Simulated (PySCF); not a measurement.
# CH7AsSi: electronic excitations

Aim: predict the electronic excitations of CH7AsSi (`C[AsH][SiH3]`).

Computed with PySCF 2.14.0, with density-fitted response routines of our own, on a single molecule in the gas phase. Atoms are numbered from 0 throughout.

### Step 1. Starting geometry

10 atoms, charge 0, multiplicity 1; geometry from: GFN2-xTB.

Bonds of the start (Å): C0–As1 1.98, As1–Si2 2.32, C0–H3 1.09, C0–H4 1.09, C0–H5 1.09, As1–H6 1.51, Si2–H7 1.47, Si2–H8 1.47, Si2–H9 1.47.

### Step 2. TDDFT and polarisability: CAM-B3LYP/def2-SVPD

Job settings and geometry (Å):

```
{"job": {"kind": "uv", "xc": "CAM-B3LYP", "basis": "def2-SVPD", "nstates": 8, "ntriplets": 3}, "charge": 0, "multiplicity": 1}
C      1.612021     0.185731     0.141487
As     0.282992    -1.275159     0.034887
Si    -1.608430     0.072528     0.120320
H      2.612142    -0.219352     0.297847
H      1.392025     0.886799     0.944735
H      1.618286     0.730389    -0.803128
H      0.254772    -1.531185     1.521490
H     -2.817978    -0.728820     0.330193
H     -1.762673     0.786597    -1.155186
H     -1.574274     1.097127     1.173591
```

Method: TDDFT CAM-B3LYP/def2-SVPD, vertical, gas phase, core orbitals frozen in the response.

Command:

```sh
$ OMP_NUM_THREADS=1 python probes_run.py task.json out
```

The driver reads the jobs from task.json and runs them one after another.

Log:

```text
coarse grid: 36232 points
cycle   1  E = -2567.3651447330  dE = -8.379e-01  |g| = 2.624e-01  |ddm| = 3.531e+00
cycle   2  E = -2567.3727563361  dE = -7.612e-03  |g| = 1.974e-01  |ddm| = 4.892e-01
cycle   3  E = -2567.3794042008  dE = -6.648e-03  |g| = 3.045e-02  |ddm| = 2.340e-01
cycle   4  E = -2567.3796600257  dE = -2.558e-04  |g| = 1.074e-02  |ddm| = 5.992e-02
cycle   5  E = -2567.3796986753  dE = -3.865e-05  |g| = 1.528e-03  |ddm| = 1.915e-02
cycle   6  E = -2567.3796995584  dE = -8.832e-07  |g| = 4.276e-04  |ddm| = 4.291e-03
final grid: 73816 points
cycle   7  E = -2567.3796786164  dE = -7.046e-08  |g| = 3.564e-04  |ddm| = 2.174e-03
cycle   8  E = -2567.3796786256  dE = -9.228e-09  |g| = 3.416e-04  |ddm| = 1.037e-03
cycle   9  E = -2567.3796786394  dE = -1.384e-08  |g| = 1.729e-05  |ddm| = 4.348e-04
cycle  10  E = -2567.3796786397  dE = -2.283e-10  |g| = 6.889e-06  |ddm| = 6.146e-05
converged SCF energy = -2567.3796786397

Static polarisability (au): isotropic 74.846, principal 63.676 72.343 88.520

Singlet excitations
state   eV       nm        f      main configurations
  1   5.9325    209.0   0.03941   H->L 0.87
  2   6.4334    192.7   0.03449   H->L+2 0.63, H->L+1 0.32
  3   6.5976    187.9   0.24988   H->L+1 0.51, H->L+2 0.27
  4   7.2866    170.2   0.00396   H->L+3 0.53, H->L+4 0.35
  5   7.4124    167.3   0.02126   H->L+4 0.49, H->L+3 0.26
  6   7.7154    160.7   0.06405   H-1->L 0.81
  7   7.7905    159.1   0.05803   H->L+5 0.74
  8   7.9512    155.9   0.02731   H-1->L+1 0.70

Triplet excitations (Tamm-Dancoff, eV): 5.2216 5.4261 6.0759
```

Run time: 29 s. Hardware: 1 thread of Arm Neoverse N1, shared host; peak memory 0.56 GiB.

Frontier orbitals and where they lie:

```csv
orbital,eV,atoms
HOMO−3,-11.35,"Si2 40 %, H9 32 %, H7 9 %"
HOMO−2,-10.75,"As1 22 %, Si2 19 %, C0 18 %"
HOMO−1,-9.99,"As1 35 %, Si2 24 %, C0 15 %"
HOMO,-8.33,"As1 62 %, Si2 14 %, C0 10 %"
LUMO,0.84,"As1 30 %, C0 21 %, Si2 13 %"
LUMO+1,1.03,"Si2 42 %, As1 24 %, H9 11 %"
LUMO+2,1.38,"As1 29 %, Si2 24 %, C0 11 %"
```

With each of the 8 states as a Gaussian band of 0.4 eV half-width at 1/e, the curve within the window shown has maxima at 188 nm (ε 11,000), 160 nm (ε 6,200) L/(mol cm). Beyond the last state computed it falls off for lack of states. The curve at chosen wavelengths:

nm, ε (L/mol/cm) and a bar:
```
      150       1696 ####
      153       3456 #########
      157       5703 ###############
      160       6217 ################
      163       5521 ##############
      166       4209 ###########
      170       2827 #######
      173       2788 #######
      176       3897 ##########
      180       6849 ##################
      183       9312 ########################
      186      11025 #############################
      189      11422 ##############################
      193       9989 ##########################
      196       8108 #####################
      199       6194 ################
      202       4614 ############
      206       3171 ########
      209       2470 ######
      212       1953 #####
      216       1404 ###
      219       1055 ##
      222        758 ##
      225        519 #
      229        289 
      232        177
```

Leading natural transition orbitals of singlet state 3: the hole lies on As1 62 %; H6 9 %; Si2 8 %; the particle on As1 31 %; Si2 13 %; H6, H7, H9 about 12 % each.

Leading natural transition orbitals of singlet state 1: the hole lies on As1 61 %; Si2 13 %; H6 8 %; the particle on As1 30 %; H6 20 %; H5 10 %.

Further results of this job:

```
           property  computed
  dipole moment (D)      0.93
polarisability (Å³)     11.09
 HOMO–LUMO gap (eV)      9.17
      −ε(HOMO) (eV)      8.33
```

Orbitals, density, ELF and potential are computed afterwards from the orbital file.

Frontier orbitals at CAM-B3LYP/def2-SVPD, with the share of their density that lies nearest to each atom:

| orbital | energy (eV) | lies on |
| --- | --- | --- |
| HOMO | -8.33 | As1 62 %; Si2 10 %; H6 8 % |
| LUMO | 0.84 | As1 21 %; H3, H5, H6 about 14 % each; H4 11 % |

ELF in a plane through or near 5 of the atoms.

Ten even steps from ' ' (0.00) to '@' (1.00):
```
                                                        
                                                        
                        ....                            
                      --####**::                        
                    ::%%@@@@@@**                        
                    ::@@@@@@@@##..      --++--          
                    ..##@@@@@@++..  ..==@@@@@@**        
          ==**++......--++++++====----%%@@@@@@@@--      
        ++@@@@@@@@******----==%%##..::@@@@@@@@@@**      
        ##@@@@@@@@====%%**==**%%..**++::@@@@@@@@==      
        ++@@@@@@%%====++++::==**  ####..##%%##==..      
        ..==++++++====++::  ..--  ......::::..          
              ::##@@@@##..    ..**%%@@@@++..            
              ::%%@@@@##..    ..##@@@@@@##..            
              ..++%%##++      ..**@@@@@@**..            
                                ::==++==..              
                                                        
                                                        
                                                        
                                                        
```
The map spans 10.8 Å across and 9.1 Å up, centred on the molecule. Atoms in the plane (x, y in Å): C0 (-1.6, -0.2), Si2 (1.6, -0.1), H3 (-2.6, 0.2), H6 (-0.3, 2.0), H7 (2.8, 0.7).

log10 of the density (e/Å³) in the same plane.

Ten even steps from '0' (-4.0) to '9' (1.9):
```
0000000000000000000000000000
0000000000001110000000000000
0000000001122222100000000000
0000000012234433211000000000
0000000122345554322111110000
0000011223456665433333221000
0000122334456665444444432100
0001233444556665555555432110
0002345666666666666666543210
0012356777766666688666543210
0002345678866555699665432110
0001344567765445677654432100
0001233456654444566554321000
0000123445554334555543321000
0000012334433223444433210000
0000001122221112233322100000
0000000011110001222211000000
0000000000000000011100000000
0000000000000000000000000000
0000000000000000000000000000
```
The map spans 10.8 Å across and 9.1 Å up, centred on the molecule. Atoms in the plane (x, y in Å): C0 (-1.6, -0.2), Si2 (1.6, -0.1), H3 (-2.6, 0.2), H6 (-0.3, 2.0), H7 (2.8, 0.7).

On the surface of density 0.002 e/bohr³ the electrostatic potential runs, from the 1st to the 99th percentile, from -0.70 V near As1 to 0.85 V near H5.

### Step 3. Results

| quantity | value |
| --- | --- |
| lowest singlet (CAM-B3LYP/def2-SVPD) | 5.93 eV (209 nm), f = 0.039 |
| brightest single state of those computed | state 3, 6.60 eV, f = 0.250 |
| lowest triplet | 5.22 eV |
| surface potential, 1st and 99th percentile | -0.70 V and 0.85 V |

What this shows: The first singlet state (HOMO→LUMO 0.87) lies at 5.93 eV and is weak; of the 8 states computed, the strongest absorption comes from state 3 at 6.60 eV. The lowest triplet lies 0.71 eV below the lowest singlet (triplets in Tamm-Dancoff, singlets in full TDDFT).
